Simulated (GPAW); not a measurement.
# PtSe (Fm-3m) in GPAW: further runs

The runs below take PtSe through band structure, Fermi surface, density of states, with PBE, mBEEF, r2SCAN.

All numbers are computed with GPAW 26.7.0; they aren't measurements. Logs are shortened: lines on timing, memory, paths and dates and some standing lists are left out, and cuts for length are marked. The log counts tension as positive stress, the text compression.

## 1. Starting point

The structure is cubic, space group Fm-3m (No. 225). The conventional cell has a = 5.597 Å, b = 5.597 Å, c = 5.597 Å, α = 90.00°, β = 90.00°, γ = 90.00°. Around Pt (site symmetry m-3m) lie 6 Se at 2.80 Å. Se (site symmetry m-3m) has 6 Pt at 2.80 Å as nearest neighbours.

The cell comes from a database or a generator and needn't be the stable form of this composition.

## 2. Band structure, PBE, 21.89 Å³/atom

run.py

```python
from ase.dft.bandgap import bandgap
from ase.io import read, write
from ase.units import Bohr, GPa
from gpaw import GPAW, PW
from gpaw.elf import elf_from_dft_calculation

atoms = read('PtSe.xyz')

calc = GPAW(mode=PW(600),
            xc='PBE',
            kpts={'size': (8, 8, 8), 'gamma': True},
            occupations={'name': 'fermi-dirac', 'width': 0.05},
            nbands=22,
            convergence={'density': 1e-05, 'energy': 1e-05},
            maxiter=150,
            txt='gpaw.txt')
atoms.calc = calc
energy = atoms.get_potential_energy()
forces = atoms.get_forces()
stress = atoms.get_stress()
calc.write('gs.gpw')
write('result.traj', atoms)
print(f'Energy: {energy:.6f} eV')
print('Forces (eV/A):')
print(forces.round(4))
print('Stress (GPa):', (stress / GPa).round(3))
print('Fermi level:', round(calc.get_fermi_level(), 4), 'eV')
print(f'Gap: {bandgap(calc)[0]:.4f} eV, direct: {bandgap(calc, direct=True)[0]:.4f} eV')

# fields on the real-space grid
write('density.cube', atoms, data=calc.get_pseudo_density() * Bohr**3)
write('potential.cube', atoms, data=calc.get_electrostatic_potential())
write('elf.cube', atoms, data=elf_from_dft_calculation(calc).data)

path = atoms.cell.bandpath('GXLTWRX1ZGYSW,L1Y,Y1Z', npoints=100, eps=1e-4)
bs_calc = calc.fixed_density(kpts=path, symmetry='off', nbands=34,
                             convergence={'bands': 'CBM+6.0', 'eigenstates': 1e-6}, txt='bands.txt')
bs = bs_calc.band_structure()
bs.write('bs.json')
print(f'Gap on the path: {bandgap(bs_calc)[0]:.4f} eV')
```

PtSe.xyz

```xyz
2
Lattice="-0.0839523339 2.7984111300 2.7984111300 2.7984111300 -0.0839523339 2.7984111300 2.7144587961 2.7144587961 0.0000000000" Properties=species:S:1:pos:R:3 pbc="T T T"
Pt     2.7144587961      2.7144587961      2.7984111300
Se     0.0000000000      0.0000000000      0.0000000000
```

Potentials or basis: GPAW PAW data sets (gpaw-data 1.2.1), pw.

Command:

```
> OMP_NUM_THREADS=1 python run.py
```

gpaw.txt:

```text
__  _  _
 | _ |_)|_||  |
 |__||  | ||/\| - 26.7.0

Input parameters:
  mode=PW(ecut=600.0),
  convergence={'density': 1e-05, 'energy': 1e-05},
  kpts=MonkhorstPack(size=(8, 8, 8), gamma=True),
  maxiter=150,
  nbands=22,
  occupations=Occupations(name='fermi-dirac', width=0.05),
  xc=XC(name='PBE')

Diagonalizing LCAO Hamiltonian
Converting LCAO to pw mode

               Pt

       Se

Atoms  # Å, Bohr magnetons
|   | symbol |        x |        y |        z |    initial magnetic moments |
|---|--------|----------|----------|----------|-----------------------------|
| 0 |     Pt | 2.714459 | 2.714459 | 2.798411 | ( 0.0000,  0.0000,  0.0000) |
| 1 |     Se | 0.000000 | 0.000000 | 0.000000 | ( 0.0000,  0.0000,  0.0000) |

Unit cell  # Å
| periodic |         x |         y |        z |  lengths |    angles |
|----------|-----------|-----------|----------|----------|-----------|
|      yes | -0.083952 |  2.798411 | 2.798411 | 3.958441 | 60.994675 |
|      yes |  2.798411 | -0.083952 | 2.798411 | 3.958441 | 60.994675 |
|      yes |  2.714459 |  2.714459 | 0.000000 | 3.838824 | 61.979425 |

Number of symmetries: 8
Symmetry operations  # r_c * U_cc + t_c -> r_c
|   | kind |            matrix            |
|---|------|------------------------------|
| 0 |  E   |  1, 0, 0,  0, 1, 0,  0, 0, 1 |
| 1 |  σ   |  1, 0,-1,  0, 1,-1,  0, 0,-1 |
| 2 |  σ   |  0, 1, 0,  1, 0, 0,  0, 0, 1 |
| 3 |  C2  |  0, 1,-1,  1, 0,-1,  0, 0,-1 |
| 4 |  σ   |  0,-1, 1, -1, 0, 1,  0, 0, 1 |
| 5 |  C2  |  0,-1, 0, -1, 0, 0,  0, 0,-1 |
| 6 |  C2  | -1, 0, 1,  0,-1, 1,  0, 0, 1 |
| 7 |  i   | -1, 0, 0,  0,-1, 0,  0, 0,-1 |

BZ-sampling:
  Number of BZ points: 512
  Number of IBZ points: 95

  Monkhorst-Pack size: [8, 8, 8]
  Monkhorst-Pack shift: [0.0625, 0.0625, 0.0625]

K-points  # in reciprocal-cell coordinates
|     |                                coordinates |     weight |
|-----|--------------------------------------------|------------|
|   0 | (  0.00000000,   0.00000000,   0.00000000) | 0.00195312 |
|   1 | (  0.12500000,  -0.12500000,   0.00000000) | 0.00390625 |
|   2 | (  0.12500000,   0.00000000,   0.00000000) | 0.00781250 |
|   3 | (  0.12500000,   0.00000000,   0.12500000) | 0.00781250 |
|   4 | (  0.12500000,   0.12500000,   0.00000000) | 0.00390625 |
|   5 | (  0.12500000,   0.12500000,   0.12500000) | 0.00781250 |
|   6 | (  0.12500000,   0.12500000,   0.25000000) | 0.00390625 |
|   7 | (  0.25000000,  -0.25000000,   0.00000000) | 0.00390625 |
|   8 | (  0.25000000,  -0.25000000,   0.50000000) | 0.00390625 |
|   9 | (  0.25000000,  -0.12500000,   0.00000000) | 0.00781250 |
| ... |                                            |            |
|  94 | (  0.50000000,   0.50000000,   0.50000000) | 0.00390625 |

Plane wave coefficients: 1478
Cutoff: 600.0 eV

Spin-components: 1 (collinear spins)
Bands:           22
Projectors:      11
Spin-degeneracy: 2
Datatype:        complex128

Parallelization:
  kpt:    1
  domain: 1
  band:   1

Density:
  Valence electrons: 22.0
  Components: 1
  Grid points: [24 24 24]
  Charge: 0.0  # |e|

Potential:
  Grid points: [24 24 24]

species:
  Pt:
    name:    Platinum
    Z:       78.0
    valence: 16
    core:    62
    charge:  0.0  # [|e|]
    compensation charges:
      type: gauss
      rc: 0.41  # [Å]
      lmax: 2
    cutoffs:
      filter: 2.26  # [Å]
      core: 2.26  # [Å]
    projectors
    | kind |    occ | energy [eV] | rcut [Å] |
    |------|--------|-------------|----------|
    |   6s |  1.000 |      -5.628 |    1.307 |
    |   5p |  6.000 |     -56.051 |    1.371 |
    |   6p |  0.000 |      -0.845 |    1.371 |
    |   5d |  9.000 |      -6.153 |    1.307 |
    |    s |        |      21.583 |    1.307 |
    |    d |        |      21.058 |    1.307 |

    Using partial waves for Pt as LCAO basis

  Se:
    name:    Selenium
    Z:       34.0
    valence: 6
    core:    28
    charge:  0.0  # [|e|]
    compensation charges:
      type: gauss
      rc: 0.27  # [Å]
      lmax: 2
    cutoffs:
      filter: 1.77  # [Å]
      core: 2.67  # [Å]
    projectors
    | kind |    occ | energy [eV] | rcut [Å] |
    |------|--------|-------------|----------|
    |   4s |  2.000 |     -17.277 |    0.847 |
    |   4p |  4.000 |      -6.512 |    1.005 |
    |    s |        |       9.935 |    0.847 |
    |    p |        |      20.699 |    1.005 |
    |    d |        |       0.000 |    0.847 |

    Using partial waves for Se as LCAO basis

Reference energy: -566478.894898  # eV

eigensolver:
  PPCG
  Converge bands: occupied
  niter=2

density mixing:
  MSR1-Mixer
  Pratt-step length: 0.05
  Maximum mixing coefficient: 0.75
  Old densities: 10
  SVD Regularization: 0.005
  Good broyden scale: 1.0
  Trust region scale: 1.0
  Backstep threshold: 4.0
  History deletion threshold: 6.0
  Fourier metric: weight=20.0, sigma=0.015

occupation numbers:
  Fermi-Dirac:
    width: 0.0500  # eV

poisson solver:
  ecut: 4800.0  # eV

xc functional:
  name: PBE with 2 nearest neighbor stencil

convergence criteria:
[... 6 lines left out ...]
|iter     | |      energy | eigst |  dens |
|---------|-|-------------|-------|-------|
|iter:   1| |   -9.791539 | -0.04 |       |
|iter:   2| |   -9.735149 | -2.55 | -1.38 |
|iter:   3| |   -9.606717 | -2.32 | -1.43 |
|iter:   4| |   -9.605245 | -3.36 | -1.91 |
|iter:   5| |   -9.605328 | -3.72 | -2.22 |
|iter:   6| |   -9.605679 | -4.23 | -2.62 |
|iter:   7| |   -9.605681 | -6.48 | -3.91 |
|iter:   8| |   -9.605683c| -7.21 | -4.15 |
|iter:   9| |   -9.605683c| -7.97c| -5.18c|

Converged in 9 steps
Energy contributions relative to reference atoms: (reference = -566478.894898)

Energy contributions:
  Kinetic:         -18.617333
  Coulomb:          14.694315
  Zero:             -0.590950
  External:          0.000000
  Xc:               -5.086442
  Entropy:          -0.010546
  Spinorbit:         0.000000
  ----------------------------
  Free energy:      -9.610956
  Extrapolated:     -9.605683

dipole moment: (-19.974201, -19.974201, -20.591960)  # |e|*Ang

Fermi level: 6.641
Eigenvalues  # (at kpt = [0.000, 0.000, 0.000])
| band index |      eig [eV] | occ [0-2] |
|------------|---------------|-----------|
|          0 |       -45.215 |     2.000 |
|        ... |               |           |
|          4 |         4.223 |     2.000 |
|          5 |         4.264 |     2.000 |
|          6 |         4.298 |     2.000 |
|          7 |         4.330 |     2.000 |
|          8 |         4.435 |     2.000 |
|          9 |         5.276 |     2.000 |
[... 8 lines left out ...]
|         18 |        18.842 |     0.000 |
|         19 |        19.075 |     0.000 |
|        ... |               |           |
|         21 |        21.258 |     0.000 |

No gap
No difference between direct/indirect transitions

Forces  # eV/Ang
|        x |        y |       z |
|----------|----------|---------|
| -0.00000 | -0.00000 | 0.00000 |  # Pt   0
|  0.00000 |  0.00000 | 0.00000 |  # Se   1

Stress tensor  # eV/Ang^3
|         x |         y |        z |
|-----------|-----------|----------|
|  0.089422 | -0.007450 | 0.000000 |
| -0.007450 |  0.089422 | 0.000000 |
|  0.000000 |  0.000000 | 0.089917 |

# Writing to gs.gpw (mode='')
```

Run time: 51 s. Hardware: 1 thread of Intel Xeon 6975P-C (Granite Rapids), shared host; peak memory 0.35 GiB.

What came out:

```yaml
Free_energy: -9.6110 eV
Pressure: -14.4 GPa
Band_gap_along_the_path: none (metal or under the smearing width)
```

Caveat: the density grid can change from cell to cell, which puts small steps into energies and stress; spin-orbit coupling is left out, which moves the levels of the heavy elements.

## 3. Band structure, PBE, 21.91 Å³/atom

run.py, as its differences from that of step 2:

```diff
@@ -2,5 +2,4 @@
 from ase.io import read, write
-from ase.units import Bohr, GPa
+from ase.units import GPa
 from gpaw import GPAW, PW
-from gpaw.elf import elf_from_dft_calculation
 
@@ -29,7 +28,2 @@
 
-# fields on the real-space grid
-write('density.cube', atoms, data=calc.get_pseudo_density() * Bohr**3)
-write('potential.cube', atoms, data=calc.get_electrostatic_potential())
-write('elf.cube', atoms, data=elf_from_dft_calculation(calc).data)
-
 path = atoms.cell.bandpath('GXLTWRX1ZGYSW,L1Y,Y1Z', npoints=100, eps=1e-4)
```

PtSe.xyz

```xyz
2
Lattice="-0.0559682226 2.7984111300 2.7984111300 2.7984111300 -0.0559682226 2.7984111300 2.7424429074 2.7424429074 0.0000000000" Properties=species:S:1:pos:R:3 pbc="T T T"
Pt     2.7424429074      2.7424429074      2.7984111300
Se     0.0000000000      0.0000000000      0.0000000000
```

Potentials or basis: GPAW PAW data sets (gpaw-data 1.2.1), pw.

Command:

```
> OMP_NUM_THREADS=1 python run.py
```

It took 48 s on 1 thread of Intel Xeon 6975P-C (Granite Rapids), shared host; peak memory 0.35 GiB.

It converged, with:

```
Free energy             : -9.6145 eV
Pressure                : -14.3 GPa
Band gap along the path : none (metal or under the smearing width)
```

Caveat: the density grid can change from cell to cell, which puts small steps into energies and stress; spin-orbit coupling is left out, which moves the levels of the heavy elements.

(Continued in part 2 of 2.)
